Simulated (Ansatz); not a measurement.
# CH₄BrNSn: up Jacob's ladder to CCSD(T)

How much do the methods differ for CH₄BrNSn? The plan is to run it at one geometry with functionals of several rungs and with coupled cluster, and see how far each lands from CCSD(T) at the basis-set limit for the atomisation energy.

The runs use Ansatz 0.2.0, Gaussian basis; functionals in def2-TZVPP, the program's frozen cores in correlated methods.

Levels to be run: LDA (SPW92), PBE-D4, revPBE-D4, BLYP-D4, r2SCAN-D4, B97M-V, PBE0-D4, B3LYP-D4, r2SCANh-D4, r2SCAN0-D4, HSE06-D4, BHLYP-D4, CAM-B3LYP-D4, LC-ωPBE, ωB97X-V, ωB97M-V, B2PLYP, PBE-QIDH; CCSD(T)/def2-SVP; CCSD(T)/def2-TZVPP; MP2/def2-QZVPP; extrapolation to the limit; RPA on PBE.

**1. The relaxed structure**

An earlier PBE0-D4 in a triple-zeta def2 set relaxation fixed the geometry. Sn takes the def2 core potential; no spin-orbit term is included.

8 atoms, charge 0, spin multiplicity 1.

Atoms are counted from 1 here; the program's logs count them from 0.

Bond lengths: Br1–Sn2 2.595 Å, Sn2–N4 2.335 Å, Sn2–H5 1.778 Å, C3–N4 1.260 Å, C3–H6 1.090 Å, C3–H7 1.089 Å, N4–H8 1.019 Å. Angles: Br1–Sn2–N4 83.1°, Br1–Sn2–H5 92.9°, N4–Sn2–H5 83.9°, N4–C3–H6 122.7°, N4–C3–H7 119.2°, H6–C3–H7 118.1°, Sn2–N4–C3 132.8°, Sn2–N4–H8 110.8°, C3–N4–H8 116.0°.

**2. LDA**

This LDA is Slater exchange with PW92 correlation.

Contents of in.yaml:

```yaml
crystal:
  periodic: [false, false, false]
  atoms:
    - {symbol: Br, position_ang: [-2.794971, 0.827921, -0.853311]}
    - {symbol: Sn, position_ang: [-0.330329, 1.590745, -1.127355]}
    - {symbol: C, position_ang: [0.996799, -0.509252, 1.079706]}
    - {symbol: N, position_ang: [0.099408, -0.259916, 0.230443]}
    - {symbol: H, position_ang: [-0.030227, 0.447245, -2.455648]}
    - {symbol: H, position_ang: [0.992392, -1.409711, 1.693688]}
    - {symbol: H, position_ang: [1.813666, 0.197780, 1.213581]}
    - {symbol: H, position_ang: [-0.654637, -0.942010, 0.163095]}
basis:
  gaussian: {orbitals: def2-TZVPP}
hamiltonian: {xc: lda}
output: {orbitals: {seedname: orbitals}}
```

Further steps of the session: PBE-D4 (GGA); revPBE-D4 (GGA); BLYP-D4 (GGA); r2SCAN-D4 (meta-GGA); B97M-V (meta-GGA); PBE0-D4 (hybrid); B3LYP-D4 (hybrid); r2SCANh-D4 (hybrid); r2SCAN0-D4 (hybrid); HSE06-D4 (hybrid); BHLYP-D4 (hybrid); CAM-B3LYP-D4 (range-separated); LC-ωPBE (range-separated); ωB97X-V (range-separated); ωB97M-V (range-separated); B2PLYP (double hybrid); PBE-QIDH (double hybrid); CCSD(T) in def2-SVP; CCSD(T) in def2-TZVPP; MP2 in def2-QZVPP; RPA on PBE orbitals.

Q: Predict the results of all the runs planned. Wanted: atomisation energy, CCSD(T)/CBS; farthest beyond LDA; mean size of error, GGA; mean size of error, meta-GGA; mean size of error, hybrid; mean size of error, range-separated; mean size of error, double hybrid; gap, smallest and largest; T1 diagnostic.

The runs gave:

| quantity | value |
| --- | --- |
| atomisation energy, CCSD(T)/CBS | 26.581 eV |
| functionals within 0.266 eV (1.0 %) | revPBE-D4, BLYP-D4, r2SCAN-D4, B97M-V, PBE0-D4, B3LYP-D4, HSE06-D4, CAM-B3LYP-D4, ωB97X-V, ωB97M-V |
| farthest beyond LDA | BHLYP-D4 (-1.012 eV) |
| mean size of error, GGA | 0.285 eV |
| mean size of error, meta-GGA | 0.117 eV |
| mean size of error, hybrid | 0.451 eV |
| mean size of error, range-separated | 0.269 eV |
| mean size of error, double hybrid | 0.560 eV |
| gap, smallest and largest | 1.88 eV (LDA (SPW92)), 8.77 eV (LC-ωPBE) |
| T1 diagnostic | 0.0128 |
| triples share of the correlation energy | 3.6 % |

LDA overbinds by 3.944 eV (15 %). PBE-D4 is off by +0.514 eV. Double hybrids carry the basis error of their MP2 part in triple zeta, and no dispersion term here, so their miss is partly the set-up's. By mean error the best rung here is meta-GGA (0.117 eV) and the worst beyond LDA is double hybrid (0.560 eV). Misses under about 0.266 eV are within the doubt on the reference itself, which lacks core-valence correlation, spin-orbit coupling and higher excitations, and its outer-core shells are covered unevenly. All levels share the lack of spin-orbit coupling, which lowers the free heavy atoms and so the true binding. Hartree-Fock recovers 68 % of the binding; the rest is correlation. CCSD(T) in def2-SVP is off by -1.993 eV, worse than the median functional, from the basis alone. Orbital gaps span 1.9 to 8.8 eV; exact exchange widens them. Correlated methods include outer-core shells of Br, Sn, which these sets cover unevenly.
